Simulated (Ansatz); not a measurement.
Working through a convergence test of the plane-wave cutoff of AlN, space group P6_3mc

With Ansatz 0.2.0 through its Python package.

Run as a notebook:

**Cell 1**
```python
import csv

import ansatz as az
import numpy as np
```

**Cell 2**
```python
config = {
    "xc": "LDA",
    "mesh": (12, 12, 4),
    "smearing": "fixed",
}
```

**Cell 3**
```python
vectors = np.array([
    [3.113, 0.0, 0.0],
    [-1.5565, 2.69593708, 0.0],
    [0.0, 0.0, 4.981],
])
xtal = (
    az.Lattice.of(vectors)
    .atom("Al", [1 / 3, 2 / 3, 0.0])
    .atom("Al", [2 / 3, 1 / 3, 0.5])
    .atom("N", [1 / 3, 2 / 3, 0.38])
    .atom("N", [2 / 3, 1 / 3, 0.88])
)
```

**Cell 4**
```python
xtal.resolved().tree()["lattice"]
```
Output:
```text
((3.113, 0.0, 0.0), (-1.5565, 2.69593708, 0.0), (0.0, 0.0, 4.981))
```

**Cell 5**
```python
setup = (
    xtal.calculation()
    .functional(config["xc"])
    .kpoints(*config["mesh"])
    .occupations(config["smearing"])
    .stress()
)
```

**Cell 6**
```python
rows = []
for value in [250, 350, 450, 550]:
    data = setup.basis(value).run(threads=1, backend="cpu").report
    rows.append((value, data["free_energy_ev"] / len(data["lattice"]["sites"]), data["n_iterations"], sum(data["stress_gpa"][i][i] for i in range(3)) / 3, data["n_pw"]))
```
Output:
```text
DeckWarning: basis.ecutwfc = 250 eV is below the records' recommended 420 eV, and the density's cutoff is lower with it unless basis.ecutrho_ratio is high enough to keep the records' density cutoff: compare with a run at a higher cutoff
DeckWarning: basis.ecutwfc = 350 eV is below the records' recommended 420 eV, and the density's cutoff is lower with it unless basis.ecutrho_ratio is high enough to keep the records' density cutoff: compare with a run at a higher cutoff
```

**Cell 7**
```python
with open("ecut.csv", "w", newline="") as handle:
    writer = csv.writer(handle)
    writer.writerow(["cutoff (eV)", "F/atom (eV)", "iterations", "P (GPa)", "plane waves"])
    writer.writerows([round(v, 5) if isinstance(v, float) else v for v in row] for row in rows)
```

**Cell 8**
```python
# differences from the last row
for row in rows[:-1]:
    shift = 1000 * (row[1] - rows[-1][1])
    print(f"{row[0]}: {shift:+.2f} meV/atom" + ("  (within 1 meV)" if abs(shift) < 1 else ""))
```
Output:
```text
250: +609.16 meV/atom
350: +40.91 meV/atom
450: +0.90 meV/atom  (within 1 meV)
```

It writes `ecut.csv`:
```csv
cutoff (eV),F/atom (eV),iterations,P (GPa),plane waves
250,-444.31915,6,-0.10722,379
350,-444.88739,6,-5.02792,615
450,-444.9274,6,-4.64199,929
550,-444.9283,6,-4.64262,1225
```

From 450 eV on it stays within 1 meV an atom of the value at 550 eV; the first row (250 eV) is off by 609.2 meV and the last but one by 0.90 meV. The energy falls steadily, as expected when plane waves are added. The pressure moves from -0.11 to -4.64 GPa (the program's stress holds a Pulay correction, so it settles early).

Notes:
- Of the deposited cell: the entry's cell lengths or inner coordinates differ somewhat from later room-temperature determinations.
- Pressure is positive in compression.
- The structure is a deposited one; some such entries were measured under pressure or heat, so a shift against it needn't be the functional's error alone.
- Warnings are shown shortened and without file and line.
- Shifts are counted from the last row, which is itself no proven limit.
- Wall time of the script: 10 s on 1 thread of Arm Neoverse V1, on a shared host, peak memory 0.39 GiB.
